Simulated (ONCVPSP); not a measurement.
# Germanium: generating and testing an ONCV potential

Aim: build the potential from the settings below, then test how well it stands in for the atom: other configurations, scattering, ghost states and the plane-wave cutoff that it needs.

Program: ONCVPSP 4.0.1.1 (patched build). Reference atom: LDA (Perdew-Wang 92), scalar-relativistic, spherical and spin-unpolarised. All values are calculated.

**1. The design**

Typed settings, in words:

```json
{"element": "germanium (Ge, Z = 32)", "type": "optimised norm-conserving Vanderbilt (ONCV)", "frozen core": "[Ar] 3d10", "valence charge": "4", "reference configuration": "4s2 4p2", "partial waves": "4s: rc 1.55 bohr, ncon 3, nbas 6, qcut 4 1/bohr, 2 projectors, debl 0.5 Ha; 4p: rc 1.55 bohr, ncon 5, nbas 8, qcut 4.5 1/bohr, 2 projectors, debl 3 Ha; d scattering state at 0.16 Ha: rc 1.65 bohr, ncon 4, nbas 8, qcut 6.8 1/bohr, 2 projectors, debl 1.9 Ha", "local potential": "polynomial inside 1.20 bohr (lpopt 5, dvloc0 -1 Ha)", "core correction": "Teter function, fcfact 4.75, rcfact 1.45"}
```

An earlier all-electron run gives the scale for the radii.

All-electron outer shells of the reference configuration (LDA (PZ), scalar-relativistic, ld1.x):

| shell | level (eV) | outermost node (bohr) | outermost maximum (bohr) |
| --- | --- | --- | --- |
| 3p | -115.38 | 0.23 | 0.54 |
| 3d | -29.55 | – | 0.50 |
| 4s | -11.95 | 0.77 | 1.73 |
| 4p | -4.05 | 0.82 | 2.19 |

**2. Generation**

Contents of Ge.dat:

```
# ATOM AND REFERENCE CONFIGURATION
# atsym  z   nc   nv     iexc    psfile
  Ge 32.00    6    2  -001012      upf
#
#   n    l    f
    1    0    2.00
    2    0    2.00
    2    1    6.00
    3    0    2.00
    3    1    6.00
    3    2   10.00
    4    0    2.00
    4    1    2.00
#
# PSEUDOPOTENTIAL AND OPTIMIZATION
# lmax
    2
#
#   l,   rc,      ep,       ncon, nbas, qcut
    0    1.55    0.00    3    6    4.00
    1    1.55    0.00    5    8    4.50
    2    1.65    0.16    4    8    6.80
#
# LOCAL POTENTIAL
# lloc, lpopt,  rc(5),   dvloc0
    4    5    1.20   -1.00
#
# VANDERBILT-KLEINMAN-BYLANDER PROJECTORs
# l, nproj, debl
    0    2    0.50
    1    2    3.00
    2    2    1.90
#
# MODEL CORE CHARGE
# icmod, fcfact, rcfact
    3    4.75    1.45
#
# LOG DERIVATIVE ANALYSIS
# epsh1, epsh2, depsh
   -2.00    5.00    0.02
#
# OUTPUT GRID
# rlmax, drl
    6.00    0.01
#
# TEST CONFIGURATIONS
# ncnf
    4
# nvcnf
#   n    l    f
    2
    4    0    2.00
    4    1    1.00
#
    2
    4    0    2.00
    4    1    0.00
#
    2
    4    0    1.00
    4    1    0.00
#
    2
    4    0    1.00
    4    1    2.00
#
```

Run with:

```console
oncvpsp.x < Ge.dat > Ge.out
```

**Question.** What will these runs give? Wanted: cutoffs for 1 and 0.1 mHa per electron, occupied waves; bound ghosts; GHOST(+) flags; largest test error; largest phase difference near zero energy, channels read; rms error of d²Exc/dn², without and with the model core.

**Answer**, as computed:

| quantity | value |
| --- | --- |
| cutoffs for 1 and 0.1 mHa per electron, occupied waves | 63 Ha and 79 Ha |
| bound ghosts | p at -81.87 eV, d at -22.20 eV |
| GHOST(+) flags | s at 26 eV |
| largest test error (AE − PS) | -370 meV, for 4s1 4p0 |
| largest phase difference near zero energy, channels read | 0.018 rad |
| rms error of d²Exc/dn², without and with the model core | 8.06 and 0.39 mHa |

**Reading.** It has a bound ghost (p, d), a state that the atom doesn't have, and that rules the file out. The worst unpolarised test, 4s1 4p0, is off by 370 meV on 58.6 eV; by total energies transferability rates as poor. That test lies far up in energy; among those under 40 eV, nearer to bonding, the largest error is 81 meV. By its cutoff, 63 Ha for the looser tolerance, it is hard. At the looser tolerance the 4p wave is the slowest; 4s needs 9 Ha. Near zero energy the phases of the channels with partial waves agree within 0.018 rad. The pseudo curves have a pole with no partner nearby in the atom's: s at 0.94 Ha. At positive energy that is a spurious or a displaced resonance. The program also flags highly localised states, GHOST(+) (s). These are tests on the free atom; a crystal test is still owed.
